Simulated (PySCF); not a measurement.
# Si(vinyl)3(OtBu): geometry, NMR shifts and electronic excitations

What NMR shifts and electronic excitations should Si(vinyl)3(OtBu) (`C=C[Si](C=C)(C=C)OC(C)(C)C`) show?

Computed with PySCF 2.14.0, with density-fitted response routines of our own, on a single molecule in the gas phase. Atoms count from 0, in the outputs and in this text.

## (1) The starting structure

30 atoms, charge 0, multiplicity 1; geometry from: GFN2-xTB. The atoms were then displaced at random by about 0.03 Å, so the start is not that level's minimum.

Bonds of the start (Å): Si0–C1 1.85, Si0–C6 1.89, Si0–C11 1.99, Si0–O16 1.58, C1–C2 1.30, C1–H3 1.02, C2–H4 1.09, C2–H5 1.09, C6–C7 1.33, C6–H8 1.04, C7–H9 1.13, C7–H10 0.99, C11–C12 1.36, C11–H13 1.09, C12–H14 1.13, C12–H15 1.04, O16–C17 1.40, C17–C18 1.57, C17–C19 1.57, C17–C20 1.55, C18–H21 1.13, C18–H22 1.15, C18–H23 1.04, C19–H24 1.15, C19–H25 1.09, C19–H26 1.01, C20–H27 1.16, C20–H28 1.03, C20–H29 1.08.

## (2) Geometry optimisation at PBE0-D3(BJ)/def2-SVP

The job: settings as JSON, then the geometry in Å.

```
{"job": {"xc": "PBE0", "basis": "def2-SVP", "d3": "d3bj", "grid": 1, "maxiter": 40, "shake": 0.03, "kind": "geom"}, "charge": 0, "multiplicity": 1}
Si     0.210530     0.442520     0.681550
C      0.076600     0.034810     2.481920
C      0.531070     0.793420     3.429410
H     -0.281300    -0.881520     2.740230
H      1.065980     1.721250     3.212390
H      0.535320     0.534490     4.490540
C      1.957860     0.802010     0.070340
C      3.066990     0.571590     0.759450
H      2.053770     1.233720    -0.870280
H      2.953550     0.149320     1.804720
H      3.989670     0.725500     0.421940
C     -0.754740     2.148610     0.358190
C     -1.458760     2.904160     1.236350
H     -0.853620     2.517590    -0.663530
H     -1.391520     2.537480     2.300320
H     -1.888800     3.839430     1.064150
O     -0.578640    -0.730360    -0.014290
C     -0.696700    -1.257930    -1.300830
C      0.636620    -2.009540    -1.651170
C     -1.905780    -2.252740    -1.304560
C     -0.988740    -0.152390    -2.349770
H      0.618840    -2.477570    -2.681900
H      1.489070    -1.245050    -1.674390
H      0.814750    -2.767510    -0.955020
H     -1.603150    -3.082440    -0.566720
H     -1.967300    -2.693620    -2.297370
H     -2.766650    -1.813230    -1.014800
H     -0.073660     0.553040    -2.314600
H     -1.816940     0.378390    -2.046890
H     -1.117850    -0.524510    -3.358660
```

Run with:

```console
> OMP_NUM_THREADS=2 python probes_run.py task.json out
```

This one command runs all jobs of the session in turn.

**Question.** This job is followed by: GIAO PBE0/pcSseg-1 NMR shielding, non-relativistic, gas phase; TDDFT B3LYP/def2-SVPD, vertical, gas phase, core orbitals frozen in the response; GIAO B3LYP/pcSseg-1 NMR shielding, non-relativistic, gas phase. What will the session give for the following? point group; rotational constants (main isotopes); 13C shifts against TMS (PBE0/pcSseg-1, means over atoms taken as alike); 1H shifts against TMS (PBE0/pcSseg-1, means over atoms taken as alike); 29Si shifts against TMS (PBE0/pcSseg-1); 17O shifts against H2O (PBE0/pcSseg-1); potential on the surface of density 0.002 e/bohr³, 1st and 99th percentile; lowest singlet (B3LYP/def2-SVPD); brightest single state of those computed; lowest triplet; range of the shift of O16.

The runs gave:

| quantity | value |
| --- | --- |
| point group | C1 |
| rotational constants (main isotopes) | 1.06, 0.57, 0.50 GHz |
| 13C shifts against TMS (PBE0/pcSseg-1, means over atoms taken as alike) | 144.7, 144.1, 71.7, 33.6 ppm |
| 1H shifts against TMS (PBE0/pcSseg-1, means over atoms taken as alike) | 6.39, 6.27, 1.29 ppm |
| 29Si shifts against TMS (PBE0/pcSseg-1) | -16.8 ppm |
| 17O shifts against H2O (PBE0/pcSseg-1) | 107.4 ppm |
| potential on the surface of density 0.002 e/bohr³, 1st and 99th percentile | -1.17 V and 0.74 V |
| lowest singlet (B3LYP/def2-SVPD) | 5.40 eV (230 nm), f = 0.000 |
| brightest single state of those computed | state 7, 6.09 eV, f = 0.146 |
| lowest triplet | 4.13 eV |
| range of the shift of O16 | 107.4 to 111.8 ppm |

What this shows: The start of the PBE0/def2-SVP relaxation was shaken at random by about 0.03 Å, so part of the energy gained, and of the first lengths quoted, undoes that. Over 10 steps the energy fell by 1.644 eV; of the close pairs, Si0–C11 changed most, 1.987 to 1.874 Å. At PBE0/pcSseg-1, counted by nearest atom on the grid, the HOMO lies on O16 29 %; C11, C12 about 14 % each, the LUMO on C6, C7, C12 about 16 % each; C11 12 %. The first singlet state (HOMO−1→LUMO 0.58, HOMO→LUMO 0.37) lies at 5.40 eV and is dark; of the 10 states computed, the strongest absorption comes from state 7 at 6.09 eV. The lowest triplet lies 1.27 eV below the lowest singlet (triplets in Tamm-Dancoff, singlets in full TDDFT). In ppm, O16 moves most: its shift spreads over 4.4 ppm, from 107.4 (PBE0/pcSseg-1) to 111.8 (B3LYP/pcSseg-1).
